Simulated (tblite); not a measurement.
# C4F6K2O4: the cost of one run

Computed with tblite 0.8.0 and PySCF 2.14.0 and routines of our own; the level stands in each step. Atoms count from 0.

## Step 1: The system as given

16 atoms, charge 0, multiplicity 1; geometry from: force field, distance geometry or constructed start.

## Step 2: Geometry optimisation with GFN2-xTB

What the job is given:

```
{"job": {"kind": "relax", "xc": "GFN2-xTB", "basis": "xTB"}, "charge": 0, "multiplicity": 1}
O     -2.184100    -1.873900     2.376800
C     -1.446700    -0.859700     2.589200
O     -0.708100    -0.262300     1.742600
C     -1.416400    -0.294600     4.049400
F     -0.156600    -0.342600     4.576400
F     -1.830000     0.999400     4.084600
F     -2.222600    -0.996600     4.897600
O      2.269900    -2.045500    -2.510900
C      2.505400    -1.799800    -1.286400
O      1.756400    -1.135400    -0.488700
C      3.834800    -2.357400    -0.691200
F      4.623400    -1.348900    -0.224600
F      3.588900    -3.196500     0.359900
F      4.570200    -3.051800    -1.607000
K     -0.002200     0.005100     0.000200
K      0.003900     1.400500    -1.278300
```

The run is started by

```sh
$ OMP_NUM_THREADS=1 python large_run.py task.json out
```

The driver reads the jobs from task.json and runs them one after another.

Q: Estimate the wall time and peak memory of this first job on 1 thread of Arm Neoverse V1, shared host.

About 2.5 s, with a peak of 0.18 GiB.
